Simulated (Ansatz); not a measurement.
**GeH6SSi: basis-set convergence**

The task here is to estimate one member of a computed series from the others.

Program: Ansatz 0.2.0, Gaussian basis. Level of theory: one geometry, several basis sets. These are calculated values, not measurements.

Plan: PBE0-D4/def2-SVP; ωB97M-V/def2-SVP; PBE0-D4/def2-QZVPP; ωB97M-V/def2-QZVPP; the functionals' def2-TZVPP values are taken from earlier runs.

### Structure used throughout

An earlier PBE0-D4 in a triple-zeta def2 set relaxation fixed the geometry.

SMILES `[SiH3][GeH2][SH]`, 9 atoms, charge 0, spin multiplicity 1.

Atoms are counted from 1 here; the program's logs count them from 0.

Bond lengths: Si1–Ge2 2.379 Å, Si1–H4 1.485 Å, Si1–H5 1.487 Å, Si1–H6 1.485 Å, Ge2–S3 2.232 Å, Ge2–H7 1.541 Å, Ge2–H8 1.541 Å, S3–H9 1.343 Å. Angles: Ge2–Si1–H4 109.7°, Ge2–Si1–H5 109.2°, Ge2–Si1–H6 109.7°, H4–Si1–H5 109.4°, H4–Si1–H6 109.6°, H5–Si1–H6 109.4°, Si1–Ge2–S3 106.0°, Si1–Ge2–H7 111.9°, Si1–Ge2–H8 111.9°, S3–Ge2–H7 109.3°, S3–Ge2–H8 109.3°, H7–Ge2–H8 108.3°, Ge2–S3–H9 95.1°.

Set-up of the first run:

Contents of in.yaml:

```yaml
crystal:
  periodic: [false, false, false]
  atoms:
    - {symbol: Si, position_ang: [-0.938652, 1.026599, -0.762934]}
    - {symbol: Ge, position_ang: [0.691251, -0.533782, -0.008899]}
    - {symbol: S, position_ang: [0.189200, -0.967766, 2.122413]}
    - {symbol: H, position_ang: [-2.294381, 0.433586, -0.636721]}
    - {symbol: H, position_ang: [-0.675689, 1.356915, -2.188237]}
    - {symbol: H, position_ang: [-0.859766, 2.265318, 0.052484]}
    - {symbol: H, position_ang: [2.118457, 0.040957, -0.088657]}
    - {symbol: H, position_ang: [0.651751, -1.843982, -0.818531]}
    - {symbol: H, position_ang: [1.206329, -1.824145, 2.311882]}
basis:
  gaussian: {orbitals: def2-SVP}
hamiltonian: {xc: pbe0, dispersion: d4}
output: {orbitals: {seedname: orbitals}}
```

Run with:

```console
ansatz run in.yaml --threads 2 --pin off --events-out ev --progress --plain --max-ram 4352MiB
```

Among the steps run: PBE0-D4 in def2-SVP; ωB97M-V in def2-SVP; PBE0-D4 in def2-QZVPP; ωB97M-V in def2-QZVPP.

One of the session's tables, all rows but one given; the rest of the session is left out.

It belongs to the step «Density functionals: the series». 

```
functional       basis  HOMO (eV)  LUMO (eV)
   PBE0-D4    def2-SVP      -7.15      -0.09
   PBE0-D4  def2-TZVPP      -7.27      -0.33
   PBE0-D4  def2-QZVPP      -7.30      -0.48
   ωB97M-V    def2-SVP      -9.30       1.80
   ωB97M-V  def2-TZVPP      -9.47       1.46
   ωB97M-V  def2-QZVPP          ?          ?
```

**Question.** Estimate the row for ωB97M-V, def2-QZVPP.

The run gave: HOMO (eV): -9.50; LUMO (eV): 1.12. In the column «HOMO (eV)» it is the lowest.
